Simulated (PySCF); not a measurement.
**C3H13B2NSi: electronic excitations**

Wanted: the electronic excitations of C3H13B2NSi (`CB(C)NBC[SiH3]`), by calculation.

Programs: PySCF 2.14.0, with density-fitted response routines of our own. Each step states its level of theory. These are calculated values for one molecule in the gas phase, unless marked as measured. Atoms count from 0, in the outputs and in this text.

### 1 Starting geometry

20 atoms, charge 0, multiplicity 1; geometry from: GFN2-xTB.

Bonds of the start (Å): C0–B1 1.58, B1–C2 1.59, B1–N3 1.42, N3–B4 1.41, B4–C5 1.57, C5–Si6 1.91, C0–H7 1.09, C0–H8 1.08, C0–H9 1.09, C2–H10 1.09, C2–H11 1.09, C2–H12 1.09, N3–H13 1.01, B4–H14 1.17, C5–H15 1.09, C5–H16 1.09, Si6–H17 1.47, Si6–H18 1.47, Si6–H19 1.46.

### 2 TDDFT and polarisability: PBE0/def2-SVPD

Job settings and geometry (Å):

```
{"job": {"kind": "uv", "xc": "PBE0", "basis": "def2-SVPD", "nstates": 8, "ntriplets": 3}, "charge": 0, "multiplicity": 1}
C     -2.049278     1.405173    -1.062768
B     -1.607331     0.088798    -0.302737
C     -2.702339    -0.809417     0.420280
N     -0.264119    -0.365206    -0.282774
B      0.926683     0.165810    -0.828779
C      2.280054    -0.595087    -0.605424
Si     3.083663    -0.041124     1.031987
H     -2.538620     1.138504    -1.999153
H     -1.224705     2.065538    -1.309412
H     -2.778154     1.977498    -0.492853
H     -2.311780    -1.334222     1.291001
H     -3.061604    -1.574314    -0.268886
H     -3.575497    -0.245437     0.737766
H     -0.133992    -1.236765     0.218210
H      0.900201     1.184135    -1.406874
H      2.998150    -0.405786    -1.403299
H      2.144264    -1.677178    -0.549277
H      2.201639    -0.354619     2.163433
H      4.344758    -0.772211     1.212171
H      3.362860     1.396591     1.024654
```

Method: TDDFT PBE0/def2-SVPD, vertical, gas phase, core orbitals frozen in the response.

The run is started by

```bash
> OMP_NUM_THREADS=1 python probes_run.py task.json out
```

The driver reads the jobs from task.json and runs them one after another.

What will the session give for the following? lowest singlet (PBE0/def2-SVPD); brightest single state of those computed; lowest triplet. Wanted: lowest singlet; brightest single state of those computed; lowest triplet.

The runs gave:

| quantity | value |
| --- | --- |
| lowest singlet (PBE0/def2-SVPD) | 6.35 eV (195 nm), f = 0.020 |
| brightest single state of those computed | state 3, 6.95 eV, f = 0.331 |
| lowest triplet | 5.82 eV |

**Reading.** The lowest singlet, at 6.35 eV, is HOMO−1→LUMO 0.63, HOMO→LUMO 0.30 and is weak; of the 8 states computed, the strongest absorption comes from state 3 at 6.95 eV. The lowest triplet lies 0.53 eV below the lowest singlet (triplets in Tamm-Dancoff, singlets in full TDDFT).
